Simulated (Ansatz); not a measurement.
Input of an Ansatz 0.2.0 run:

The input input:

```
crystal:
  lattice:
    - [3.05413, 0.0, 0.0]
    - [-1.52707, 2.64496, 0.0]
    - [0.0, 0.0, 5.82802]
  atoms:
    - { symbol: Al, position: [0.0, 0.0, 0.0] }
    - { symbol: In, position: [0.0, 0.0, 0.5] }
hamiltonian:
  xc:
    exchange: hjs_pbesol
    correlation: pbesol
    exx: { coeff: 0.25, omega: 0.207 }
  pseudopotentials: { kind: paw }
kpoints:
  mp_grid: { grid: [5, 5, 3] }
  band_path:
    path:
      - [[0.0, 0.0, 0.0], [0.5, 0.0, 0.0], [0.3333333333, 0.3333333333, 0.0], [0.0, 0.0, 0.0], [0.0, 0.0, 0.5], [0.5, 0.0, 0.5], [0.3333333333, 0.3333333333, 0.5], [0.0, 0.0, 0.5]]
      - [[0.5, 0.0, 0.5], [0.5, 0.0, 0.0]]
      - [[0.3333333333, 0.3333333333, 0.0], [0.3333333333, 0.3333333333, 0.5]]
    npoints: 4
scf:
  occupations: { method: fermi_dirac, width: 0.05 }
  n_extra_bands: 6
output:
  forces: true
  stress: true
  eigenvalues: true
  fatbands: false
  write_density: true
  write_potential: true
  elf: true
  volumetric_format: npy
```

Problem. What does it give for the pressure?

Solution. -3.7 GPa.

Problem. Predict the band gap on the k mesh.

Solution. None (metal or under the smearing width).

Levels at the corners of the path, in eV from the Fermi level:
```
point  band 6  band 7  band 8  band 9  band 10  band 11
    Γ  -10.86   -6.33   -4.53    8.26     9.97    11.09
    M   -4.70   -4.00   -0.55    0.25     0.31     3.80
    K   -3.15   -1.67   -1.67    1.37     1.75     1.75
    Γ  -10.86   -6.33   -4.53    8.26     9.97    11.09
    A   -9.97   -9.06    0.76    1.44    11.77    11.77
    L   -3.51   -3.45   -2.98   -2.51     5.85     6.46
    H   -2.07   -1.79   -0.61   -0.61    -0.35    -0.35
    A   -9.97   -9.06    0.76    1.44    11.77    11.77
    L   -3.51   -3.45   -2.98   -2.51     5.85     6.46
    M   -4.70   -4.00   -0.55    0.25     0.31     3.80
    K   -3.15   -1.67   -1.67    1.37     1.75     1.75
    H   -2.07   -1.79   -0.61   -0.61    -0.35    -0.35
```

Caveat: the k mesh is coarse (spacing up to 0.48 Å⁻¹), so the values aren't converged, least of all with exact exchange; spin-orbit coupling is left out, which moves the levels of the heavy elements; the PAW data sets come from PBE, with cores solved anew for the run's functional, which leaves a small shift of forces and pressure; the thresholds are loose for stress.
